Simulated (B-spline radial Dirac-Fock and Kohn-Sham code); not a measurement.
# Zr: core levels and X-ray properties

Aim: for atomic zirconium, compute its photoionisation cross sections and the widths and yields of its core holes.

The numbers are computed with B-spline radial Dirac-Fock and Kohn-Sham code (version 2): a free atom or ion on a radial basis; each step names its model.

### 1 The system

The free zirconium atom in the configuration 1s2 2s2 2p6 3s2 3p6 3d10 4s2 4p6 4d2 5s2.

```yaml
nuclear_charge: 40
electrons: 40
mass_number: 90
nuclear_rms_radius: 4.2694 fm
```

Outer shells as boxes (Hund's rule, for the drawing alone; heavy ions are jj-coupled, and the calculation averages over the configuration):

```
[Kr] core
4d [↑ ][↑ ][  ][  ][  ]
5s [↑↓]
```

### 2 Photoionisation

Model: independent-particle photoionisation: Dirac-Hartree-Slater potential of the initial state with a Latter tail for bound and continuum orbitals, all multipoles in the length form, thresholds from Dirac-Fock Delta-SCF.

Recorded inputs:

```ini
task = photo
Z = 40
charge = 0
configuration = 1s2 2s2 2p6 3s2 3p6 3d10 4s2 4p6 4d2 5s2
mass_number = 90
rms_radius = 4.2694  # fm
photon_energy = [21.22, 40.81, 60, 80, 100, 150, 200, 300, 400, 600, 800, 1000, 1253.6, 1486.9, 2000, 2984.4, 4000, 5414.7, 6000, 8047.8, 9251.7, 12000, 15000, 17479.3, 22162.9, 30000, 40000, 59318.2, 80000, 100000, 150000, 200000]  # eV
```

### 3 Widths and yields

Model: independent-particle rates: relativistic LDA orbitals of the hole state, multipoles to L = 3 (length form), Coulomb Auger matrix elements with a Latter-tail continuum; energies from Dirac-Fock.

Recorded inputs:

```ini
task = decay
holes = ["K", "L1", "L2", "L3", "M1", "M2", "M3", "M4", "M5", "N1", "N2", "N3"]
```

What does the calculation give? Wanted: K hole: width, yield.

**Answer**, as computed:

```
                       quantity                          value
             total at 1486.9 eV                         255 kb
strongest subshell at 1486.9 eV  M3 (3p3/2), 71.7 kb, β = 1.63
           K hole: width, yield                 3.74 eV, 0.730
                   its lifetime                       0.176 fs
             its strongest line         Kα1 (K-L3), 15773.4 eV
```

At 1486.9 eV, M3 (3p3/2) gives 28 % of the photoabsorption; at 200000 eV the K shell gives 88 %. Under 200 eV, coupling between channels can change such values by tens of per cent. With a yield of 0.73, X-ray emission is the main way out for the K hole, in 0.18 fs. Coster-Kronig decay rules L1, M1, M2, M3, N1, N2 and N3, where this model's widths can be far from the measured ones. The Hartree-Fock and Dirac-Fock values hold no electron correlation.
